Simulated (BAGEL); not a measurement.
# CH3ClO2Si (SMILES ClC1O[SiH2]O1): PBE0/def2-SVP (density fitting with qzvpp-jkfit)

Aim: the energy change on altering one bond length of CH3ClO2Si at PBE0/def2-SVP (density fitting with qzvpp-jkfit), from 2 runs. 

Program for the calculation: BAGEL 1.2.2.

2 further runs of the same task are left out: 1 that didn't finish, 1 set aside as unsound or not needed. Runs told in other sessions of the task aren't counted.

**1. The structure to begin with**

CH3ClO2Si has 8 atoms, charge 0, and is taken as a singlet. As SMILES, `ClC1O[SiH2]O1`. The shape is that of a PBE0-D4/def2-TZVP optimisation.

Bond lengths: Cl1–C2 1.787 Å, C2–O3 1.403 Å, O3–Si4 1.674 Å, C2–O5 1.403 Å, Si4–O5 1.674 Å, C2–H6 1.090 Å, Si4–H7 1.478 Å, Si4–H8 1.479 Å. Some angles: Cl1–C2–O3 111.5°, Cl1–C2–O5 111.5°, O3–C2–O5 102.3°, C2–O3–Si4 88.1°, O3–Si4–O5 81.5°, C2–O5–Si4 88.1°, Cl1–C2–H6 106.1°, O3–C2–H6 112.7°, O5–C2–H6 112.8°, O3–Si4–H7 114.7°.

**2. The energy at PBE0/def2-SVP (density fitting with qzvpp-jkfit)**

Contents of calc.json:

```json
{ "bagel": [

{
  "title": "molecule",
  "basis": "svp",
  "df_basis": "qzvpp-jkfit",
  "angstrom": true,
  "geometry": [
    { "atom": "Cl", "xyz": [   -2.195900,    0.509700,    0.974400 ] },
    { "atom": "C", "xyz": [   -0.524200,    0.766600,    0.397600 ] },
    { "atom": "O", "xyz": [    0.378500,   -0.100700,    1.032000 ] },
    { "atom": "Si", "xyz": [    0.716100,   -0.757900,   -0.470600 ] },
    { "atom": "O", "xyz": [   -0.384400,    0.408700,   -0.952100 ] },
    { "atom": "H", "xyz": [   -0.298600,    1.817300,    0.580700 ] },
    { "atom": "H", "xyz": [    2.098700,   -0.537900,   -0.945700 ] },
    { "atom": "H", "xyz": [    0.301900,   -2.163000,   -0.672100 ] }
  ]
},
{
  "title": "ks",
  "xc_func": "pbe0"
},
{
  "title": "print",
  "file": "orbitals.molden",
  "orbitals": true
}

]}
```

Command:

```
$ BAGEL_NUM_THREADS=1 BAGEL calc.json > calc.out
```

Log:

```text
* using 1 threads per process

  ===============================================================
  ===============================================================

  *** Geometry ***

  { "atom" : "Cl", "xyz" : [     -4.149650,      0.963193,      1.841349 ] },
  { "atom" : "C", "xyz" : [     -0.990594,      1.448664,      0.751355 ] },
  { "atom" : "O", "xyz" : [      0.715261,     -0.190295,      1.950197 ] },
  { "atom" : "Si", "xyz" : [      1.353233,     -1.432223,     -0.889305 ] },
  { "atom" : "O", "xyz" : [     -0.726411,      0.772331,     -1.799208 ] },
  { "atom" : "H", "xyz" : [     -0.564272,      3.434199,      1.097364 ] },
  { "atom" : "H", "xyz" : [      3.965968,     -1.016484,     -1.787114 ] },
  { "atom" : "H", "xyz" : [      0.570508,     -4.087478,     -1.270085 ] },

  Number of auxiliary basis functions:      539

  Since a DF basis is specified, we compute 2- and 3-index integrals:
    o Being stored without compression. Storage requirement is 0.037 GB

  Number of basis functions:       93
  Number of electrons      :       56

    * METHOD: MOLECULE                             0.29

  *** Kohn-Sham DFT ***

    * Removing 16517 points whose weight is below 1.00e-10
    * Grid points: 102731

  === Nuclear Repulsion ===
   300.1253325224

       - DIIS with orbital gradients will be used.

  === KS iteration (pbe0 / svp) ===
      0       -907.18981809          0.13345788           0.46
      1       -864.44386782          0.17316460           0.45
      2       -840.88580492          0.18503468           0.45
      3       -932.81437165          0.07306601           0.47
      4       -935.05345796          0.07516733           0.47
      5       -939.08299298          0.01454938           0.48
      6       -939.19160168          0.00781238           0.47
      7       -939.22395622          0.00161006           0.45
      8       -939.22555250          0.00058560           0.45
      9       -939.22567252          0.00041540           0.45
     10       -939.22578403          0.00010408           0.44
     11       -939.22579167          0.00001633           0.47
     12       -939.22579189          0.00000798           0.47
     13       -939.22579193          0.00000159           0.45
     14       -939.22579193          0.00000100           0.47
     15       -939.22579193          0.00000026           0.44
     16       -939.22579193          0.00000014           0.45
     17       -939.22579193          0.00000003           0.44
     18       -939.22579193          0.00000002           0.45
     19       -939.22579193          0.00000000           0.48
    * SCF iteration converged.

    * Permanent dipole moment:
           (   -0.814254,     0.228035,     0.371619) a.u.

    * METHOD: KS                                   9.62

    * METHOD: PRINT                                0.01

  ===============================================================
```

It took 10 s on 1 thread of Arm Neoverse V2, shared host; peak memory 0.47 GiB.

**3. The distorted shape at the same level**

Contents of input.json:

```json
{ "bagel" : [

{
  "title" : "molecule",
  "basis" : "svp",
  "df_basis" : "qzvpp-jkfit",
  "angstrom" : true,
  "geometry" : [
    { "atom" : "Cl", "xyz" : [   -1.988802,    1.212243,    1.075149 ] },
    { "atom" : "C", "xyz" : [   -0.317102,    1.469143,    0.498349 ] },
    { "atom" : "O", "xyz" : [    0.585598,    0.601843,    1.132749 ] },
    { "atom" : "Si", "xyz" : [    0.923198,   -0.055357,   -0.369851 ] },
    { "atom" : "O", "xyz" : [   -0.177302,    1.111243,   -0.851351 ] },
    { "atom" : "H", "xyz" : [   -0.091502,    2.519843,    0.681449 ] },
    { "atom" : "H", "xyz" : [    2.305798,    0.164643,   -0.844951 ] },
    { "atom" : "H", "xyz" : [    0.301900,   -2.163000,   -0.672100 ] }
  ]
},
{
  "title" : "ks",
  "xc_func" : "pbe0"
},
{
  "title" : "print",
  "file" : "orbitals.molden",
  "orbitals" : true
}

]}
```

Command:

```
$ BAGEL_NUM_THREADS=1 BAGEL input.json > input.out
```

Log:

```text
* using 1 threads per process

  ===============================================================
  ===============================================================

  *** Geometry ***

  { "atom" : "Cl", "xyz" : [     -3.758291,      2.290807,      2.031737 ] },
  { "atom" : "C", "xyz" : [     -0.599236,      2.776278,      0.941743 ] },
  { "atom" : "O", "xyz" : [      1.106620,      1.137318,      2.140585 ] },
  { "atom" : "Si", "xyz" : [      1.744591,     -0.104610,     -0.698917 ] },
  { "atom" : "O", "xyz" : [     -0.335052,      2.099945,     -1.608820 ] },
  { "atom" : "H", "xyz" : [     -0.172914,      4.761813,      1.287752 ] },
  { "atom" : "H", "xyz" : [      4.357327,      0.311130,     -1.596726 ] },
  { "atom" : "H", "xyz" : [      0.570508,     -4.087478,     -1.270085 ] },

  Number of auxiliary basis functions:      539

  Since a DF basis is specified, we compute 2- and 3-index integrals:
    o Being stored without compression. Storage requirement is 0.037 GB

  Number of basis functions:       93
  Number of electrons      :       56

    * METHOD: MOLECULE                             0.29

  *** Kohn-Sham DFT ***

    * Removing 16008 points whose weight is below 1.00e-10
    * Grid points: 103240

  === Nuclear Repulsion ===
   297.4061965163

       - DIIS with orbital gradients will be used.

  === KS iteration (pbe0 / svp) ===
      0       -907.53538478          0.13293790           0.49
      1       -868.62932127          0.19296024           0.48
      2       -842.23334814          0.18160299           0.48
      3       -926.51647338          0.09161780           0.49
      4       -918.28874289          0.14394354           0.47
      5       -938.89889768          0.01829194           0.48
      6       -939.05635901          0.01194540           0.47
      7       -939.12072028          0.00545423           0.46
      8       -939.14968727          0.00167518           0.46
      9       -939.15159600          0.00049912           0.48
     10       -939.15179058          0.00015390           0.47
     11       -939.15180664          0.00004752           0.48
     12       -939.15180822          0.00001648           0.48
     13       -939.15180839          0.00000523           0.47
     14       -939.15180841          0.00000101           0.45
     15       -939.15180841          0.00000020           0.46
     16       -939.15180841          0.00000005           0.47
     17       -939.15180841          0.00000002           0.47
     18       -939.15180841          0.00000001           0.48
    * SCF iteration converged.

    * Permanent dipole moment:
           (   -0.874225,    -0.257119,     0.270117) a.u.

    * METHOD: KS                                   9.44

    * METHOD: PRINT                                0.01

  ===============================================================
```

It took 9.9 s on 1 thread of Arm Neoverse V2, shared host; peak memory 0.48 GiB.

**4. What came out**

At PBE0/def2-SVP (density fitting with qzvpp-jkfit):

| quantity | value |
| --- | --- |
| first shape: total energy | -939.22579 Eh |
| first shape: dipole moment | 2.35 D |
| first shape: HOMO energy | -8.66 eV |
| first shape: LUMO energy | -0.58 eV |
| first shape: HOMO–LUMO gap | 8.07 eV |
| distorted shape: total energy | -939.15181 Eh |
| distorted shape: dipole moment | 2.42 D |
| distorted shape: HOMO energy | -8.11 eV |
| distorted shape: LUMO energy | -1.67 eV |
| distorted shape: HOMO–LUMO gap | 6.45 eV |
| energy change with the Si4–H8 bond stretched from 1.479 to 2.218 Å | 2.013 eV |

**Reading.** With the Si4–H8 bond stretched from 1.479 to 2.218 Å the energy rises by 2.01 eV (46 kcal/mol). The first shape isn't relaxed at this level, so the change isn't measured from a minimum.
